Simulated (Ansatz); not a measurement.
Task: a short molecular-dynamics run of CH4BrClSi, SMILES C[SiH](Cl)Br, with the Python package of Ansatz (0.2.0). Give the script and its output. Settings: BLYP, def2-SVP basis, multiplicity 1.

The script reads `ch4brclsi.xyz`:
```text
8

C    -0.23070    0.92390    0.13640
Si    0.27990   -0.75270   -0.22390
Cl    1.59070   -1.33540    1.19680
Br   -1.38170   -2.10630   -0.19980
H    -0.99020    1.30720   -0.64820
H    -0.76990    1.05830    1.09900
H     0.58900    1.67120    0.12890
H     1.00500   -0.82320   -1.54510
```

`run_md.py`
```python
"""Molecular dynamics of one CH4BrClSi molecule."""

import ansatz
import numpy as np

molecule = ansatz.Crystal.molecule_from_extxyz("ch4brclsi.xyz")

calc = (
    molecule.calculation()
    .basis(gaussian="def2-SVP")
    .functional("blyp")
    .md("nvt_nose_hoover", timestep=0.25, steps=20, temperature=500, initial_velocities="maxwell_boltzmann", seed=58, thermostat_time=20)
)
frames = []
calc.session().plan().execute(on_event=lambda e: frames.append(e["data"]) if e["event"] == "md_step" else None)
print("t (fs)   E_pot (eV)      E_kin (eV)   T (K)   d(0-1) (A)")
for f in frames[::1]:
    xyz = np.array(f["positions_ang"])
    print(f"{f['time_fs']:6.2f} {f['lagrangian_ev']:14.5f} {f['e_kin_ev']:10.5f} {f['temperature_k']:8.1f} {np.linalg.norm(xyz[0] - xyz[1]):9.4f}")
kept = np.array([f["conserved_ev"] for f in frames])
print(f"conserved energy moves by at most {1000 * np.ptp(kept):.3f} meV")
```

Running `python run_md.py` prints:
```text
t (fs)   E_pot (eV)      E_kin (eV)   T (K)   d(0-1) (A)
  0.00   -91535.23833    0.38778    500.0    1.7893
  0.25   -91535.23760    0.38704    499.0    1.7888
  0.50   -91535.23363    0.38307    493.9    1.7885
  0.75   -91535.22643    0.37589    484.7    1.7884
  1.00   -91535.21617    0.36565    471.5    1.7885
  1.25   -91535.20313    0.35265    454.7    1.7887
  1.50   -91535.18772    0.33729    434.9    1.7892
  1.75   -91535.17046    0.32011    412.7    1.7897
  2.00   -91535.15202    0.30176    389.1    1.7905
  2.25   -91535.13320    0.28306    365.0    1.7914
  2.50   -91535.11490    0.26491    341.6    1.7924
  2.75   -91535.09813    0.24831    320.2    1.7936
  3.00   -91535.08393    0.23430    302.1    1.7950
  3.25   -91535.07326    0.22382    288.6    1.7965
  3.50   -91535.06692    0.21768    280.7    1.7980
  3.75   -91535.06542    0.21640    279.0    1.7997
  4.00   -91535.06893    0.22012    283.8    1.8015
  4.25   -91535.07715    0.22856    294.7    1.8035
  4.50   -91535.08936    0.24102    310.8    1.8055
  4.75   -91535.10445    0.25637    330.6    1.8075
  5.00   -91535.12098    0.27321    352.3    1.8097
conserved energy moves by at most 0.508 meV
```

Total energies depend on the basis set; only differences at equal settings carry meaning. The trajectory is only some femtoseconds long, so its temperature is not equilibrated; where the script doesn't relax first, it starts from a rough generated geometry. The temperature counts the internal degrees of freedom alone. Wall time of the script: 36 s on 1 thread of Intel(R) Xeon(R) 6975P-C (Granite Rapids) (shared host), peak memory 0.22 GiB.

(Lines on the test bed's own set-up are left out of the output.)
